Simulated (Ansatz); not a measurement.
# SiGeH4O: basis-set convergence

How large a basis does SiGeH4O need? Two functionals are run in growing sets.

Method: one geometry, several basis sets; program: Ansatz 0.2.0, Gaussian basis.

Plan: PBE0-D4/def2-SVP; ωB97M-V/def2-SVP; PBE0-D4/def2-QZVPP; ωB97M-V/def2-QZVPP; the functionals' def2-TZVPP values are taken from earlier runs.

## 1. Structure used throughout

All runs share one geometry, relaxed beforehand with PBE0-D4 in a triple-zeta def2 set.

SMILES `[O]1[SiH2][GeH2]1`, 7 atoms, charge 0, spin multiplicity 1.

Atoms are counted from 1 here; the program's logs count them from 0.

Bond lengths: O1–Si2 1.651 Å, O1–Ge3 1.891 Å, Si2–Ge3 2.256 Å, Si2–H4 1.484 Å, Si2–H5 1.484 Å, Ge3–H6 1.535 Å, Ge3–H7 1.535 Å. Angles: Si2–O1–Ge3 78.8°, O1–Si2–Ge3 55.3°, O1–Si2–H4 117.1°, O1–Si2–H5 117.1°, Ge3–Si2–H4 122.7°, Ge3–Si2–H5 122.7°, H4–Si2–H5 110.7°, O1–Ge3–Si2 45.9°, O1–Ge3–H6 108.7°, O1–Ge3–H7 108.7°, Si2–Ge3–H6 123.7°, Si2–Ge3–H7 123.7°, H6–Ge3–H7 111.5°.

## 2. PBE0-D4 in def2-SVP

in.yaml

```yaml
crystal:
  periodic: [false, false, false]
  atoms:
    - {symbol: O, position_ang: [-0.786791, -0.552880, 0.729021]}
    - {symbol: Si, position_ang: [-0.645418, -0.260116, -0.889406]}
    - {symbol: Ge, position_ang: [0.858201, 0.377757, 0.666977]}
    - {symbol: H, position_ang: [-0.435159, -1.434450, -1.772127]}
    - {symbol: H, position_ang: [-1.621318, 0.681001, -1.493054]}
    - {symbol: H, position_ang: [0.729196, 1.659922, 1.501459]}
    - {symbol: H, position_ang: [1.962490, -0.539333, 1.211430]}
basis:
  gaussian: {orbitals: def2-SVP}
hamiltonian: {xc: pbe0, dispersion: d4}
output: {orbitals: {seedname: orbitals}}
```

Command:

```
$ ansatz run in.yaml --threads 2 --pin off --events-out ev --progress --plain --max-ram 4352MiB
```

After this run come: ωB97M-V in def2-SVP; PBE0-D4 in def2-QZVPP; ωB97M-V in def2-QZVPP.

**Question.** What will the summary of the whole plan be? Wanted: PBE0-D4: double and triple zeta above quadruple; ωB97M-V: double and triple zeta above quadruple.

**Answer**, as computed:

| quantity | value |
| --- | --- |
| PBE0-D4: double and triple zeta above quadruple | 14.33, 1.63 eV |
| ωB97M-V: double and triple zeta above quadruple | 14.33, 1.57 eV |

In words: For PBE0-D4 the step from double to triple zeta gains 12.71 eV and the next only 1.63 eV. These are total energies; as a rule much of such shifts cancels in differences, which this series doesn't test.
